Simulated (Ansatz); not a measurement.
# Hf4F: the cost of one run

Program: Ansatz 0.2.0. Level of theory: DFT PBE, scalar-relativistic, plane waves, PAW. These are calculated values, not measurements.

29 further runs of the same task are left out: 29 set aside as unsound or not needed.

**1. The system as given**

Symmetry: Cm, No. 8, monoclinic system. Conventional cell: a = 5.551 Å, b = 3.205 Å, c = 24.528 Å, α = 90.00°, β = 90.00°, γ = 90.00°. Around Hf (site symmetry m) lie 9 Hf at 3.14 to 3.20 Å. Hf (site symmetry m) is surrounded by 12 Hf at 3.14 to 3.21 Å. Around Hf (site symmetry m) lie 12 Hf at 3.01 to 3.21 Å. Around Hf (site symmetry m) lie 1 F at 2.18 Å. F (site symmetry m) has 1 Hf at 2.18 Å as nearest neighbours.

Structure file:

```cif
data_structure
_symmetry_space_group_name_H-M 'Cm'
_symmetry_Int_Tables_number 8
_cell_length_a 5.5509
_cell_length_b 3.2048
_cell_length_c 24.5281
_cell_angle_alpha 90.000
_cell_angle_beta 90.000
_cell_angle_gamma 90.000
_cell_volume 436.35
loop_
_atom_site_label
_atom_site_type_symbol
_atom_site_symmetry_multiplicity
_atom_site_Wyckoff_symbol
_atom_site_fract_x
_atom_site_fract_y
_atom_site_fract_z
_atom_site_occupancy
Hf1 Hf 2 a 0.16667 0.50000 0.16308 1
Hf2 Hf 2 a 0.83333 0.50000 0.26638 1
Hf3 Hf 2 a 0.16667 0.50000 0.37330 1
Hf4 Hf 2 a 0.83333 0.50000 0.47000 1
F1 F 2 a 0.94444 0.50000 0.55520 1
```

This is the geometry of the first run shown, built on a cell relaxed beforehand with the same method.

**2. Plan of the line**

Atoms count from 1 in the order of the input.

F is moved along a line over the surface and along the normal, above a rigid substrate.

The axes are (1) position of F5 along the long diagonal of the hexagonal surface cell, from above Hf4: 9 values from 0.00 to 4.93 Å, periodic; (2) height of F5 above the plane of Hf4: 8 values from 0.95 to 4.07 Å.

Nothing else is relaxed. Points are written as (first, second).

**3. Point (0.62 Å, 2.09 Å)**

A dipole layer in the vacuum cancels the field that periodic copies would set up if the slab's two faces differ.

input.yaml reads:

```yaml
crystal:
  lattice:
    - [3.2048170381, 0.0, 0.0]
    - [-1.602408519, 2.7754529695, 0.0]
    - [0.0, 0.0, 24.5281466259]
  atoms:
    - { symbol: Hf, position: [0.6666666667, 0.3333333333, 0.1630779553] }
    - { symbol: Hf, position: [0.3333333333, 0.6666666667, 0.2663815885] }
    - { symbol: Hf, position: [0.6666666667, 0.3333333333, 0.3732987945] }
    - { symbol: Hf, position: [0.3333333333, 0.6666666667, 0.4699966451] }
    - { symbol: F, position: [0.4444444444, 0.5555555556, 0.5552048768] }
basis:
  ecutwfc: 420
kpoints:
  mp_grid: { grid: [9, 9, 1] }
hamiltonian:
  xc: pbe
scf:
  occupations: { method: gaussian, width: 0.1 }
output:
  forces: true
  eigenvalues: true
efield:
  axis: 3
  dipole_correction: true
  ramp_width: 0.04
```

Started as:

```
> ansatz run input.yaml --threads 1 --pin off --max-ram 3072MiB --backend cpu --events-out ev --progress --plain --runs-dir out
```

**Question.** How long does this run take on 1 thread of Arm Neoverse V2, shared host, and how much memory does it need?

About 34 s, with a peak of 0.56 GiB.
